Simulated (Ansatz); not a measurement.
# C2H3ClFGa: small, medium and large basis sets

How large a basis does C2H3ClFGa need? Two functionals are run in growing sets.

Program: Ansatz 0.2.0, Gaussian basis. Level of theory: one geometry, several basis sets. These are calculated values, not measurements.

Plan: PBE0-D4/def2-SVP; ωB97M-V/def2-SVP; PBE0-D4/def2-QZVPP; ωB97M-V/def2-QZVPP; the functionals' def2-TZVPP values are taken from earlier runs.

**1. The relaxed structure**

An earlier PBE0-D4 in a triple-zeta def2 set relaxation fixed the geometry.

SMILES `F[C]1(Cl)[CH2][GaH]1`, 8 atoms, charge 0, spin multiplicity 1.

Atoms are counted from 1 here; the program's logs count them from 0.

Bond lengths: F1–C2 1.352 Å, C2–Cl3 1.797 Å, C2–C4 1.521 Å, C2–Ga5 1.951 Å, C4–Ga5 1.967 Å, C4–H6 1.094 Å, C4–H7 1.088 Å, Ga5–H8 1.536 Å. Angles: F1–C2–Cl3 109.8°, F1–C2–C4 117.6°, F1–C2–Ga5 140.1°, Cl3–C2–C4 109.6°, Cl3–C2–Ga5 104.0°, C4–C2–Ga5 67.7°, C2–C4–Ga5 66.6°, C2–C4–H6 109.8°, C2–C4–H7 120.0°, Ga5–C4–H6 107.7°, Ga5–C4–H7 132.1°, H6–C4–H7 112.3°, C2–Ga5–C4 45.7°, C2–Ga5–H8 156.5°, C4–Ga5–H8 157.7°.

**2. PBE0-D4 in def2-SVP**

Contents of in.yaml:

```yaml
crystal:
  periodic: [false, false, false]
  atoms:
    - {symbol: F, position_ang: [1.125159, 0.195119, 1.715595]}
    - {symbol: C, position_ang: [0.638225, -0.166779, 0.507590]}
    - {symbol: Cl, position_ang: [1.983081, -0.713859, -0.550645]}
    - {symbol: C, position_ang: [-0.219314, 0.843818, -0.237971]}
    - {symbol: Ga, position_ang: [-0.946477, -0.983527, -0.284513]}
    - {symbol: H, position_ang: [-0.816177, 1.420934, 0.474358]}
    - {symbol: H, position_ang: [0.225639, 1.471650, -1.007218]}
    - {symbol: H, position_ang: [-1.898037, -2.124457, -0.672996]}
basis:
  gaussian: {orbitals: def2-SVP}
hamiltonian: {xc: pbe0, dispersion: d4}
output: {orbitals: {seedname: orbitals}}
```

The run is started by

```bash
> ansatz run in.yaml --threads 4 --pin off --events-out ev --progress --plain --max-ram 10444MiB
```

Further steps of the session: ωB97M-V in def2-SVP; PBE0-D4 in def2-QZVPP; ωB97M-V in def2-QZVPP.

Before running them: what should the planned runs give, taken together? Wanted: PBE0-D4: double and triple zeta above quadruple; ωB97M-V: double and triple zeta above quadruple.

The runs gave:

| quantity | value |
| --- | --- |
| PBE0-D4: double and triple zeta above quadruple | 18.57, 1.81 eV |
| ωB97M-V: double and triple zeta above quadruple | 18.57, 1.74 eV |

What this shows: PBE0-D4 gains 16.76 eV from double to triple zeta, then 1.81 eV more. These are total energies; as a rule much of such shifts cancels in differences, which this series doesn't test.
